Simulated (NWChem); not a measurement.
# C2H7N (dimethylamine): PBE/jun-cc-pV(D+d)Z

What is the electronic atomisation energy of C2H7N (dimethylamine) at PBE/jun-cc-pV(D+d)Z? 

The results are computed with NWChem 7.3.0.

## (1) Starting point

C2H7N has 10 atoms, charge 0, and is taken as a singlet. SMILES: `CNC`. Geometry: relaxed at PBE0-D4/def2-TZVP.

Bond lengths: C1–N2 1.445 Å, N2–C3 1.445 Å, C1–H4 1.092 Å, C1–H5 1.094 Å, C1–H6 1.104 Å, N2–H7 1.011 Å, C3–H8 1.094 Å, C3–H9 1.092 Å, C3–H10 1.104 Å. Some angles: C1–N2–C3 112.8°, C1–N2–H7 109.8°, C3–N2–H7 109.8°, N2–C1–H4 110.0°, N2–C1–H5 109.4°, N2–C1–H6 114.0°, N2–C3–H8 109.4°, N2–C3–H9 110.0°, N2–C3–H10 114.0°, H4–C1–H5 107.5°.

## (2) A single-point energy at PBE/jun-cc-pV(D+d)Z (run 1)

Input file c2h7n.nw:

```
start c2h7n
title "C2H7N energy"
memory stack 880 mb heap 220 mb global 1100 mb

geometry units angstrom noautosym nocenter noautoz
C    -0.856700    0.407300   -0.748800
N    -0.459900   -0.174400    0.512500
C     0.945800   -0.503900    0.558500
H    -1.910600    0.690500   -0.714000
H    -0.740700   -0.334800   -1.544500
H    -0.268400    1.295100   -1.038900
H    -0.689100    0.456900    1.268600
H     1.158300   -1.294800   -0.167100
H     1.207400   -0.885700    1.547500
H     1.613700    0.343700    0.326200
end

basis spherical bse
C library "jun-cc-pV(D+d)Z"
N library "jun-cc-pV(D+d)Z"
H library "jun-cc-pV(D+d)Z"
end

dft
xc xpbe96 cpbe96
mult 1
grid fine
convergence energy 1e-08
iterations 100
mulliken
noprint "final vectors analysis"
end

task dft
```

Command:

```console
$ nwchem c2h7n.nw > c2h7n.out
```

The log of the run:

```text
[...]
          Wavefunction type:  closed shell.
          No. of atoms     :    10
          No. of electrons :    26
[...]
          Charge           :     0
          Spin multiplicity:     1
[...]
          AO basis - number of functions:    89
[...]
              XC Information
              --------------
          PerdewBurkeErnzerhof Exchange Functional  1.000
            Perdew 1991 LDA Correlation Functional  1.000 local
           PerdewBurkeErnz. Correlation Functional  1.000 non-local
[...]
 d= 0,ls=0.0,diis     1   -134.9481721207 -2.19D+02  1.10D-02  3.29D-01     4.1
[...]
 d= 0,ls=0.0,diis     8   -134.9818343306 -3.23D-09  4.84D-06  1.32D-07    26.4
         Total DFT energy =     -134.981834330574
      One electron energy =     -348.116019101759
           Coulomb energy =      148.803995568565
    Exchange-Corr. energy =      -20.189876096304
 Nuclear repulsion energy =       84.520065298924
[...]
      Total Density - Mulliken Population Analysis
     ---------------------------------------------
    Atom       Charge   Shell Charges
 -----------   ------   -------------------------------------------------------
    1 C    6     6.25   2.02  0.66  0.42  0.16  2.11  0.79  0.02  0.07
    2 N    7     7.19   2.01  0.75  0.70 -0.03  2.43  1.24  0.04  0.03
    3 C    6     6.25   2.02  0.66  0.42  0.16  2.11  0.79  0.02  0.07
    4 H    1     0.92   0.75  0.14  0.03
    5 H    1     0.90   0.75  0.13  0.03
    6 H    1     0.92   0.75  0.14  0.03
    7 H    1     0.84   0.75  0.04  0.05
    8 H    1     0.90   0.75  0.13  0.03
    9 H    1     0.92   0.75  0.14  0.03
   10 H    1     0.92   0.75  0.14  0.03
[...]
```

Run time: 27 s. Hardware: 1 thread of Intel Xeon Platinum 8259CL at 2.50GHz (Skylake/Cascade Lake), shared host; peak memory 0.12 GiB.

## (3) The C atom, same level (run 2)

Input file job.nw:

```
START job
TITLE "C"
memory stack 880 mb heap 220 mb global 1100 mb

GEOMETRY noautosym nocenter noautoz
C     0.000000    0.000000    0.000000
END

BASIS spherical bse
* library "jun-cc-pV(D+d)Z"
END

DFT
xc xpbe96 cpbe96
mult 3
grid fine
convergence energy 1e-08
iterations 100
mulliken
print low
END

TASK dft
```

Run the same way, it converges to -37.79105 Eh (log not shown).

## (4) The H atom (run 3)

Input file job.nw:

```
start job
title "H"
memory total 2200 mb

geometry units angstrom noautosym nocenter noautoz
  H        0.000000       0.000000       0.000000
end

basis spherical bse
  * library "jun-cc-pV(D+d)Z"
end

dft
  xc xpbe96 cpbe96
  mult 2
  grid fine
  convergence energy 1e-08
  maxiter 100
  mulliken
  print low
end

task dft energy
```

Run the same way, it converges to -0.49863 Eh (log not shown).

## (5) The N atom, same level (run 4)

Input file n.nw:

```
start n
memory 2200 mb

geometry units au noautosym nocenter noautoz
  N    0.00000000   0.00000000   0.00000000
end

basis spherical bse
  * library "jun-cc-pV(D+d)Z"
end

dft
  xc xpbe96 cpbe96
  mult 4
  grid fine
  convergence energy 1e-08
  maxiter 100
  mulliken
  noprint "final vectors analysis"
end

task dft energy
```

Run the same way, it converges to -54.52260 Eh (log not shown).

## (6) Overview of the runs

```csv
run,level,partner,energy (Eh),wall time
1,PBE/jun-cc-pV(D+d)Z,base,-134.981834,27 s
2,UPBE/jun-cc-pV(D+d)Z,atoms,-37.791054,0.97 s
3,UPBE/jun-cc-pV(D+d)Z,atoms,-0.498628,0.75 s
4,UPBE/jun-cc-pV(D+d)Z,atoms,-54.522600,1.1 s
```

## (7) Results

Level: PBE/jun-cc-pV(D+d)Z.

| quantity | value |
| --- | --- |
| N atom: total energy | -54.52260 Eh |
| N atom: ⟨S²⟩ | 3.752 |
| electronic atomisation energy | 37.735 eV |

**Reading.** Taking the molecule apart into free atoms costs 37.73 eV (3641 kJ/mol), before zero-point energy and without spin-orbit coupling. All runs together took 30 s, the longest 27 s.
